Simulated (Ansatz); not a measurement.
Write a Python script for the Python package of Ansatz (0.2.0) that makes a relaxation of the ions of GaNi, space group Pm-3m. Level of theory: LDA, PAW, cutoff 510 eV, 7×7×7 k-points, Fermi-Dirac smearing of 0.15 eV, collinear spin.

```
CELL_PARAMETERS angstrom
2.88600 0.00000 0.00000
0.00000 2.88600 0.00000
0.00000 0.00000 2.88600
ATOMIC_POSITIONS crystal
Ga 0.00000 0.00000 0.00000
Ni 0.50000 0.50000 0.50000
```

Script `relax_gani.py`:
```python
# -*- coding: utf-8 -*-
"""Relax the ions of GaNi at fixed cell."""

import json

import ansatz as az
from ase import Atoms
from ase.data import atomic_numbers
import numpy as np
import spglib

atoms = Atoms(
    ["Ga", "Ni"],
    scaled_positions=[
        [0.0, 0.0, 0.0],
        [0.5, 0.5, 0.5],
    ],
    cell=[
        [2.886, 0.0, 0.0],
        [0.0, 2.886, 0.0],
        [0.0, 0.0, 2.886],
    ],
    pbc=True,
)
atoms.set_initial_magnetic_moments([0.0, 1.5])
xtal = az.Crystal.from_ase(atoms)
# push one atom off its site

calc = (
    xtal.move(0, to=[0.01732502, 0.0, 0.0]).calculation()
    .kpoints(spacing=0.34)
    .spin("collinear")
    .occupations("Fermi-Dirac", width=0.15)
    .functional("lda")
    .basis(510)
    .relax(max_steps=40)
)
out = calc.run(events_out="gani.ndjson")
with open("gani.ndjson") as stream:
    events = [json.loads(line) for line in stream]
steps = [e["data"] for e in events if e["event"] == "relax_step"]
report = out.report
print("step   energy (eV)     max comp. (eV/A)  SCF")
for s in steps:
    print(f"{s['step']:4d} {s['lagrangian_ev']:15.5f} {s['allowed_force_max_ev_ang']:12.4f} {s['n_scf']:5d}")

first, last = steps[0], steps[-1]
symbols = [site.symbol for site in out.lattice.sites]
print(f"energy gained {first['lagrangian_ev'] - last['lagrangian_ev']:.4f} eV in {len(steps) - 1} steps")

fractions = [site.position_frac for site in out.lattice.sites]
numbers = [atomic_numbers[s] for s in symbols]
for tolerance in (1e-3, 1e-2, 1e-1):
    print(f"space group at {tolerance} A:", spglib.get_spacegroup((out.lattice.cell_ang, fractions, numbers), symprec=tolerance))

print("relaxed fractional positions")
for site in out.lattice.sites:
    print(f"  {site.symbol:2s}", " ".join(f"{v % 1:8.5f}" for v in np.round(site.position_frac, 5)))

n_atoms = len(report["lattice"]["sites"])
print("F =", round(report["free_energy_ev"], 4), "eV for", n_atoms, "atoms")
print("E(sigma -> 0) =", round(report["energy_sigma0_ev"], 4), "eV, TS =", round(report["entropy_ts_ev"], 5), "eV")
print("closed by", report["closed_by"], "after", report["n_iterations"], "iterations")

print("site moments (muB):", [round(m, 2) for m in report["site_moments_mub"]])
print("electrons up, down:", [round(n, 3) for n in report["spin_occupation_sums"]])
```

Output of `python relax_gani.py`:
```text
RunWarning: the starting moments were not kept: the SCF closed with an absolute magnetisation of 5.6e-6 μB, where they sum to 1.5 μB in size (1 site). That is at most 0.1 of that sum. Measured as [...]
step   energy (eV)     max comp. (eV/A)  SCF
   1     -9481.21640       0.2154    12
   2     -9481.21858       0.1663     7
   3     -9481.22179       0.0003     8
   4     -9481.22179       0.0003     4
energy gained 0.0054 eV in 3 steps
space group at 0.001 A: Pm-3m (221)
space group at 0.01 A: Pm-3m (221)
space group at 0.1 A: Pm-3m (221)
relaxed fractional positions
  Ga  0.00865  0.00000  0.00000
  Ni  0.50868  0.50000  0.50000
F = -9481.2218 eV for 2 atoms
E(sigma -> 0) = -9481.1949 eV, TS = 0.05383 eV
closed by deck_thresholds after 4 iterations
site moments (muB): [-0.0, 0.0]
electrons up, down: [15.5, 15.5]
```
(Warnings from the package without file and line, shortened, repeats left out.)

Caveats:
- Absolute energies stand on the zero of these potentials, so only differences at equal settings mean something. A total without «per atom» is that of the cell as typed.
- The SCF didn't keep the moments it started from (some shrank, vanished or turned); what is printed is the state reached.
- The mesh is modest for a metal, so energies can be off by several to tens of meV an atom and pressures by half a GPa or more; differences at equal mesh fare better.
- Energies along a relaxation are free energies. A last row that repeats the one before re-solves the same geometry more tightly.
- The structure is a deposited one; some such entries were measured under pressure or heat, so a shift against it needn't be the functional's error alone.
- The whole script took 25 s on 1 thread of Arm Neoverse V1, on a shared host, peak memory 0.42 GiB.

(A comment or docstring line of the script was reworded after the run, the code is as it ran; lines on the test bed's own set-up are left out of the output.)
